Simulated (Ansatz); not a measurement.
# CH₃NZn: up Jacob's ladder to CCSD(T)

Aim: compute CH₃NZn with functionals from several rungs and with coupled cluster, and see how far each lands from CCSD(T) at the basis-set limit for the atomisation energy.

Computed with Ansatz 0.2.0, Gaussian basis. Level: functionals in def2-TZVPP, the program's frozen cores in correlated methods.

Plan: LDA (SPW92), PBE-D4, revPBE-D4, BLYP-D4, r2SCAN-D4, B97M-V, PBE0-D4, B3LYP-D4, r2SCANh-D4, r2SCAN0-D4, HSE06-D4, BHLYP-D4, CAM-B3LYP-D4, LC-ωPBE, ωB97X-V, ωB97M-V, B2PLYP, PBE-QIDH; CCSD(T)/def2-SVP; CCSD(T)/def2-TZVPP; MP2/def2-QZVPP; extrapolation to the limit; RPA on PBE.

### Step 1. Structure used throughout

An earlier PBE0-D4 in a triple-zeta def2 set relaxation fixed the geometry.

6 atoms, charge 0, spin multiplicity 1.

Atoms are counted from 1 here; the program's logs count them from 0.

Bond lengths: C1–N2 1.260 Å, C1–H4 1.095 Å, C1–H5 1.092 Å, N2–H6 1.020 Å. Angles: N2–C1–H4 124.8°, N2–C1–H5 118.7°, H4–C1–H5 116.6°, C1–N2–H6 111.7°.

### Step 2. LDA

This LDA is Slater exchange with PW92 correlation.

Input file in.yaml:

```yaml
crystal:
  periodic: [false, false, false]
  atoms:
    - {symbol: C, position_ang: [-0.486949, 0.020017, -0.549190]}
    - {symbol: N, position_ang: [-0.171754, 0.082206, 0.669449]}
    - {symbol: Zn, position_ang: [2.886380, -0.418276, 0.797495]}
    - {symbol: H, position_ang: [-1.500322, 0.159242, -0.940011]}
    - {symbol: H, position_ang: [0.295442, -0.186529, -1.283032]}
    - {symbol: H, position_ang: [-0.980698, 0.279338, 1.258887]}
basis:
  gaussian: {orbitals: def2-TZVPP}
hamiltonian: {xc: lda}
output: {orbitals: {seedname: orbitals}}
```

Command:

```sh
$ ansatz run in.yaml --threads 2 --pin off --events-out ev --progress --plain --max-ram 4352MiB
```

Further steps of the session: PBE-D4 (GGA); revPBE-D4 (GGA); BLYP-D4 (GGA); r2SCAN-D4 (meta-GGA); B97M-V (meta-GGA); B3LYP-D4 (hybrid); r2SCANh-D4 (hybrid); r2SCAN0-D4 (hybrid); HSE06-D4 (hybrid); BHLYP-D4 (hybrid); CAM-B3LYP-D4 (range-separated); LC-ωPBE (range-separated); ωB97X-V (range-separated); ωB97M-V (range-separated); B2PLYP (double hybrid); PBE-QIDH (double hybrid); CCSD(T) in def2-SVP; CCSD(T) in def2-TZVPP; MP2 in def2-QZVPP; RPA on PBE orbitals.

Before running them: what should the planned runs give, taken together? Wanted: atomisation energy, CCSD(T)/CBS; farthest beyond LDA; mean size of error, GGA; mean size of error, meta-GGA; mean size of error, hybrid; mean size of error, range-separated; mean size of error, double hybrid; gap, smallest and largest; T1 diagnostic.

**Answer**, as computed:

```
                               quantity                                     value
        atomisation energy, CCSD(T)/CBS                            439.8 kcal/mol
functionals within 2.2 kcal/mol (0.5 %)       r2SCAN-D4, B97M-V, PBE0-D4, ωB97X-V
                    farthest beyond LDA                   PBE-D4 (+15.4 kcal/mol)
                mean size of error, GGA                              9.7 kcal/mol
           mean size of error, meta-GGA                              1.1 kcal/mol
             mean size of error, hybrid                              6.8 kcal/mol
    mean size of error, range-separated                              2.8 kcal/mol
      mean size of error, double hybrid                              4.4 kcal/mol
              gap, smallest and largest  3.12 eV (LDA (SPW92)), 9.70 eV (LC-ωPBE)
                          T1 diagnostic                                    0.0153
triples share of the correlation energy                                     3.5 %
```

**Reading.** LDA overbinds by 67.6 kcal/mol (15 %). PBE-D4 is off by +15.4 kcal/mol. Double hybrids carry the basis error of their MP2 part in triple zeta, and no dispersion term here, so their miss is partly the set-up's. Taken by rung, meta-GGA functionals do best (1.1 kcal/mol on average) and GGA ones worst beyond LDA (9.7 kcal/mol). The reference freezes the cores and leaves out relativity and excitations past (T), so misses under about 2.2 kcal/mol can't be ranked. Hartree-Fock recovers 68 % of the binding; the rest is correlation. CCSD(T) in def2-SVP is off by -25.3 kcal/mol, so the small basis spoils what the method gains. Orbital gaps span 3.1 to 9.7 eV; exact exchange widens them. For Zn the d shell is correlated and the shells below it are frozen.
